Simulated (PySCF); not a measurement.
# trisilylarsane (Si₃AsH₉): electronic excitations at several levels of theory, part 2 of 2

PySCF 2.14.0. Atoms count from 0. The steps go on from the part before.

## 10. Excited states and response: PBE0/6-31G*

The job: settings as JSON, then the geometry in Å.

```
{"job": {"kind": "uv", "xc": "PBE0", "basis": "6-31G*"}, "charge": 0, "multiplicity": 1}
Si    -0.667546     1.923550    -0.578849
As     0.339711    -0.102389    -1.267396
Si     2.025109    -0.031746     0.388868
Si    -1.103924    -1.469844     0.010669
H      0.216090     3.052999    -0.997906
H     -0.880334     1.995134     0.900492
H     -1.987725     2.049358    -1.266904
H      3.009286     1.027914     0.013318
H      2.715652    -1.356349     0.416832
H      1.488463     0.265171     1.753832
H     -0.549762    -2.857191     0.020807
H     -2.445467    -1.480722    -0.646883
H     -1.257363    -0.996793     1.421909
```

Level: TDDFT PBE0/6-31G*, vertical, gas phase, core orbitals frozen in the response.

The log of the run:

```text
coarse grid: 48816 points
cycle   1  E = -3108.7757808378  dE = -9.595e-01  |g| = 2.028e-01  |ddm| = 3.051e+00
cycle   2  E = -3108.7786589564  dE = -2.878e-03  |g| = 1.390e-01  |ddm| = 5.170e-01
cycle   3  E = -3108.7854921872  dE = -6.833e-03  |g| = 5.032e-02  |ddm| = 3.224e-01
cycle   4  E = -3108.7862615375  dE = -7.694e-04  |g| = 1.000e-02  |ddm| = 8.137e-02
cycle   5  E = -3108.7862706710  dE = -9.133e-06  |g| = 1.510e-03  |ddm| = 1.076e-02
final grid: 97200 points
cycle   6  E = -3108.7862162322  dE = -2.451e-07  |g| = 1.488e-03  |ddm| = 4.567e-03
cycle   7  E = -3108.7862162897  dE = -5.749e-08  |g| = 1.518e-03  |ddm| = 3.646e-03
cycle   8  E = -3108.7862167254  dE = -4.357e-07  |g| = 6.668e-05  |ddm| = 1.688e-03
cycle   9  E = -3108.7862167271  dE = -1.699e-09  |g| = 1.684e-05  |ddm| = 1.298e-04
cycle  10  E = -3108.7862167272  dE = -7.913e-11  |g| = 2.013e-06  |ddm| = 3.097e-05
converged SCF energy = -3108.7862167272

Static polarisability (au): isotropic 104.029, principal 88.520 111.704 111.864

Singlet excitations
state   eV       nm        f      main configurations
  1   5.8901    210.5   0.06974   H->L 0.98
  2   6.2835    197.3   0.03517   H->L+3 0.31, H->L+2 0.31, H->L+1 0.22
  3   6.2889    197.1   0.03612   H->L+1 0.32, H->L+4 0.30, H->L+2 0.21
  4   6.3740    194.5   0.01436   H->L+4 0.53, H->L+1 0.28, H->L+2 0.09
  5   6.3777    194.4   0.01533   H->L+3 0.52, H->L+2 0.29
  6   6.9893    177.4   0.13674   H-1->L 0.87
  7   6.9977    177.2   0.13767   H-2->L 0.86
  8   7.0383    176.2   0.00019   H-2->L+1 0.35, H-1->L+2 0.34, H-1->L+1 0.15
  9   7.2106    171.9   0.07524   H-2->L+1 0.20, H-1->L+1 0.19, H-2->L+2 0.19
 10   7.2109    171.9   0.07268   H-1->L+2 0.20, H-2->L+2 0.19, H-1->L+1 0.19

Triplet excitations (Tamm-Dancoff, eV): 5.3611 5.3623 5.4256 6.1383
```

Run time: 13 s. Hardware: 1 thread of Arm Neoverse V1, shared host; peak memory 0.58 GiB.

Key values: HOMO -7.27 eV, LUMO -0.24 eV; lowest singlet 5.89 eV.

## 11. Ultraviolet spectrum: PBE0/def2-SVP

Same as in step 10 but for these lines:

```diff
@@ -1,2 +1,2 @@
-{"job": {"kind": "uv", "xc": "PBE0", "basis": "6-31G*"}, "charge": 0, "multiplicity": 1}
+{"job": {"kind": "uv", "xc": "PBE0", "basis": "def2-SVP"}, "charge": 0, "multiplicity": 1}
 Si    -0.667546     1.923550    -0.578849
```

Method: TDDFT PBE0/def2-SVP, vertical, gas phase, core orbitals frozen in the response.

The log of the run:

```text
coarse grid: 48816 points
cycle   1  E = -3108.5731228313  dE = -9.868e-01  |g| = 1.972e-01  |ddm| = 3.209e+00
cycle   2  E = -3108.5769513436  dE = -3.829e-03  |g| = 1.246e-01  |ddm| = 4.431e-01
cycle   3  E = -3108.5820424294  dE = -5.091e-03  |g| = 4.751e-02  |ddm| = 2.682e-01
cycle   4  E = -3108.5828056263  dE = -7.632e-04  |g| = 9.853e-03  |ddm| = 7.510e-02
cycle   5  E = -3108.5828154482  dE = -9.822e-06  |g| = 1.797e-03  |ddm| = 1.130e-02
final grid: 97200 points
cycle   6  E = -3108.5827726906  dE = -1.600e-07  |g| = 1.900e-03  |ddm| = 5.677e-03
cycle   7  E = -3108.5827726639  dE =  2.667e-08  |g| = 2.048e-03  |ddm| = 5.070e-03
cycle   8  E = -3108.5827734819  dE = -8.180e-07  |g| = 9.256e-05  |ddm| = 2.540e-03
cycle   9  E = -3108.5827734852  dE = -3.267e-09  |g| = 2.053e-05  |ddm| = 1.618e-04
cycle  10  E = -3108.5827734853  dE = -1.196e-10  |g| = 1.933e-06  |ddm| = 3.600e-05
converged SCF energy = -3108.5827734853

Static polarisability (au): isotropic 109.386, principal 92.063 117.971 118.123

Singlet excitations
state   eV       nm        f      main configurations
  1   6.1113    202.9   0.02897   H->L 0.98
  2   6.2174    199.4   0.00006   H->L+1 0.52, H->L+2 0.29, H->L+4 0.15
  3   6.2193    199.4   0.00004   H->L+2 0.52, H->L+1 0.29, H->L+3 0.16
  4   6.5060    190.6   0.03385   H->L+3 0.53, H->L+4 0.18, H->L+2 0.09
  5   6.5093    190.5   0.03368   H->L+4 0.54, H->L+3 0.19, H->L+1 0.08
  6   7.1987    172.2   0.09466   H-1->L 0.88
  7   7.2083    172.0   0.09710   H-2->L 0.86
  8   7.2205    171.7   0.00027   H-1->L+4 0.36, H-2->L+3 0.34, H-1->L+1 0.15
  9   7.2483    171.1   0.00921   H->L+5 0.82, H-1->L+3 0.08
 10   7.2691    170.6   0.00002   H-2->L+1 0.27, H-1->L+2 0.18, H-1->L+1 0.18

Triplet excitations (Tamm-Dancoff, eV): 5.5312 5.5324 5.6344 5.9795
```

Wall time 18 s (1 thread of Arm Neoverse V1, shared host); peak memory 0.64 GiB.

Key values: HOMO -7.36 eV, LUMO -0.05 eV; lowest singlet 6.11 eV.

## 12. Ultraviolet spectrum: PBE0/def2-TZVP

Same as in step 11 but for these lines:

```diff
@@ -1,2 +1,2 @@
-{"job": {"kind": "uv", "xc": "PBE0", "basis": "def2-SVP"}, "charge": 0, "multiplicity": 1}
+{"job": {"kind": "uv", "xc": "PBE0", "basis": "def2-TZVP"}, "charge": 0, "multiplicity": 1}
 Si    -0.667546     1.923550    -0.578849
```

Level: TDDFT PBE0/def2-TZVP, vertical, gas phase, core orbitals frozen in the response.

The log of the run:

```text
coarse grid: 48816 points
cycle   1  E = -3109.1509144322  dE = -9.729e-01  |g| = 3.845e-01  |ddm| = 2.702e+00
cycle   2  E = -3109.1579746191  dE = -7.060e-03  |g| = 2.839e-01  |ddm| = 3.503e-01
cycle   3  E = -3109.1641937129  dE = -6.219e-03  |g| = 2.199e-02  |ddm| = 1.536e-01
cycle   4  E = -3109.1642843816  dE = -9.067e-05  |g| = 1.082e-02  |ddm| = 2.565e-02
cycle   5  E = -3109.1643261943  dE = -4.181e-05  |g| = 3.107e-03  |ddm| = 1.205e-02
cycle   6  E = -3109.1643280249  dE = -1.831e-06  |g| = 5.943e-04  |ddm| = 2.779e-03
final grid: 97200 points
cycle   7  E = -3109.1643271204  dE = -2.282e-09  |g| = 8.346e-04  |ddm| = 2.096e-03
cycle   8  E = -3109.1643269832  dE =  1.372e-07  |g| = 1.194e-03  |ddm| = 1.764e-03
cycle   9  E = -3109.1643272978  dE = -3.146e-07  |g| = 5.577e-05  |ddm| = 9.672e-04
cycle  10  E = -3109.1643272987  dE = -8.704e-10  |g| = 5.404e-06  |ddm| = 5.603e-05
converged SCF energy = -3109.1643272987

Static polarisability (au): isotropic 118.731, principal 100.417 127.808 127.967

Singlet excitations
state   eV       nm        f      main configurations
  1   5.8495    212.0   0.04465   H->L 0.98
  2   6.0203    205.9   0.00222   H->L+3 0.97
  3   6.0230    205.9   0.00195   H->L+4 0.94
  4   6.2214    199.3   0.03664   H->L+1 0.82
  5   6.2252    199.2   0.03628   H->L+2 0.84
  6   6.8978    179.7   0.09874   H-1->L 0.89
  7   6.9062    179.5   0.10018   H-2->L 0.88
  8   6.9375    178.7   0.00023   H-1->L+1 0.26, H-2->L+2 0.23, H-2->L+1 0.20
  9   6.9664    178.0   0.00019   H->L+5 0.84
 10   7.0096    176.9   0.00924   H-2->L+1 0.38, H-1->L+2 0.34, H-1->L+1 0.10

Triplet excitations (Tamm-Dancoff, eV): 5.3400 5.3412 5.4445 5.7763
```

Run time: 40 s. Hardware: 1 thread of Arm Neoverse V1, shared host; peak memory 0.88 GiB.

In short: HOMO -7.34 eV, LUMO -0.31 eV; lowest singlet 5.85 eV.

## 13. Run by run: electronic excitations

Excitations and ground-state properties, with basis size and wall time:

```csv
run,lowest singlet (eV),brightest (eV),f,gap (eV),α (Å³),μ (D),functions,time
PBE/def2-SVPD,5.35,6.32,0.048,5.21,18.92,0.25,182,2.9 min
B3LYP/def2-SVPD,5.70,6.90,0.072,6.59,18.41,0.28,182,3 min
PBE0/def2-SVPD,5.82,6.88,0.068,6.98,18.31,0.36,182,1.8 min
BHandHLYP/def2-SVPD,6.21,7.39,0.197,8.65,17.80,0.40,182,100 s
CAM-B3LYP/def2-SVPD,6.04,7.22,0.138,9.07,18.13,0.38,182,2.1 min
wB97X-D/def2-SVPD,6.06,7.23,0.117,10.32,18.18,0.41,182,2.2 min
LC-wPBE/def2-SVPD,6.48,7.62,0.246,11.39,17.72,0.50,182,2.6 min
PBE0/6-31G*,5.89,7.00,0.138,7.04,15.42,0.67,104,13 s
PBE0/def2-SVP,6.11,7.21,0.097,7.31,16.21,0.51,131,18 s
PBE0/def2-TZVP,5.85,6.91,0.100,7.03,17.59,0.33,213,40 s
```

## 14. Outcome

What follows sums up all 2 parts.

| quantity | value |
| --- | --- |
| point group | C3v |
| rotational constants (main isotopes) | 1.83, 1.83, 1.26 GHz |
| lowest singlet (PBE/def2-SVPD) | 5.35 eV (232 nm), f = 0.038 |
| brightest single state of those computed | state 8, 6.32 eV, f = 0.048 |
| lowest triplet | 5.03 eV |
| vertical ionisation energy (ΔSCF) | 8.96 eV |
| range of the lowest singlet | 5.35 to 6.48 eV |

In words: Single values in the summary come from the first run of each kind that ended normally (PBE/def2-SVPD), which need not be the best level. The optimisation took 4 steps and gained 0.201 eV; among the close pairs (by a distance rule), Si0–As1 changed most, from 2.291 to 2.365 Å. The lowest singlet, at 5.35 eV, is HOMO→LUMO 0.98 and is weak; of the 10 states computed, the strongest absorption comes from states 7 to 8 together at 6.32 eV. The lowest triplet lies 0.32 eV below the lowest singlet (triplets in Tamm-Dancoff, singlets in full TDDFT). The orbital energy would give 6.35 eV for ionisation, ΔSCF gives 8.96 eV. The lowest singlet runs from 5.35 eV (PBE/def2-SVPD) to 6.48 eV (LC-wPBE/def2-SVPD), while the orbital gap spans 5.21 to 11.39 eV. The lowest state need not be the same one in every run.
